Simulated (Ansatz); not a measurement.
This script for a test of the smearing width of Al2Pt, space group Fm-3m with Ansatz 0.2.0 through its Python package holds a mistake.

`al2pt_smear.py`
```python
"""How the energy of Al2Pt depends on the smearing."""

from dataclasses import dataclass

import ansatz as az
import numpy as np
from tabulate import tabulate


@dataclass
class RunConfig:
    functional: str = "PBE"


cfg = RunConfig()

vectors = np.array([
    [0.0, 2.955, 2.955],
    [2.955, 0.0, 2.955],
    [2.955, 2.955, 0.0],
])
crystal = (
    az.Lattice.of(vectors)
    .atom("Al", [0.25, 0.25, 0.25])
    .atom("Al", [0.75, 0.75, 0.75])
    .atom("Pt", [0.0, 0.0, 0.0])
)

calc = (
    crystal.calculation()
    .kpoints(7, center="gamma")
    .functional(cfg.functional)
    .basis(21 * az.Ha)
    .stress()
)

rows = []
for value in [0.3, 0.2, 0.1, 0.05]:
    data = calc.occupations("cold", width=value).report
    rows.append((value, data["free_energy_ev"] / len(data["lattice"]["sites"]), data["n_iterations"], sum(data["stress_gpa"][i][i] for i in range(3)) / 3, data["n_kpoints"]))

print(tabulate(rows, headers=["width (eV)", "F/atom (eV)", "iterations", "P (GPa)", "k-points"], floatfmt=".4f", tablefmt="simple"))

# the last row is the reference
for row in rows[:-1]:
    shift = 1000 * (row[1] - rows[-1][1])
    print(f"{row[0]}: {shift:+.2f} meV/atom" + ("  (within 1 meV)" if abs(shift) < 1 else ""))
```

Running `python al2pt_smear.py` prints:
```text
Traceback (most recent call last):
  File "al2pt_smear.py", line 39, in <module>
    data = calc.occupations("cold", width=value).report
           ^^^^^^^^^^^^^^^^^^^^^^^^^^^^^^^^^^^^^^^^^^^^
AttributeError: 'Calculation' object has no attribute 'report'
```

Find the fault and give the corrected script.

The fault: the calculation is never run. Mended:

```diff
--- before
+++ after
@@ -38,3 +38,3 @@
 for value in [0.3, 0.2, 0.1, 0.05]:
-    data = calc.occupations("cold", width=value).report
+    data = calc.occupations("cold", width=value).run(threads=1).report
     rows.append((value, data["free_energy_ev"] / len(data["lattice"]["sites"]), data["n_iterations"], sum(data["stress_gpa"][i][i] for i in range(3)) / 3, data["n_kpoints"]))
```

After the fix:

```console
$ python al2pt_smear.py
  width (eV)    F/atom (eV)    iterations    P (GPa)    k-points
------------  -------------  ------------  ---------  ----------
      0.3000     -4533.5544             6     2.4292          20
      0.2000     -4533.5529             6     2.4635          20
      0.1000     -4533.5519             6     2.5285          20
      0.0500     -4533.5518             5     2.5508          20
0.3: -2.62 meV/atom
0.2: -1.06 meV/atom
0.1: -0.10 meV/atom  (within 1 meV)
```

The run is spin-unpolarised. For a metal this k-point mesh is coarse: on a finer one energies can move by several to tens of meV an atom and pressures by half a GPa or more, differences at one mesh by less. The narrowest width needs the finest mesh, so the last row is no converged reference. Pressure is positive in compression. Spin-orbit coupling, which matters for elements this heavy, is left out. The structure is a deposited one; some such entries were measured under pressure or heat, so a shift against it needn't be the functional's error alone. Finished in 2 s on 1 thread of AMD EPYC 9R45 96-Core Processor (Zen 5), on a shared host, peak memory 0.42 GiB.

(Lines on the test bed's own set-up are left out of the output.)
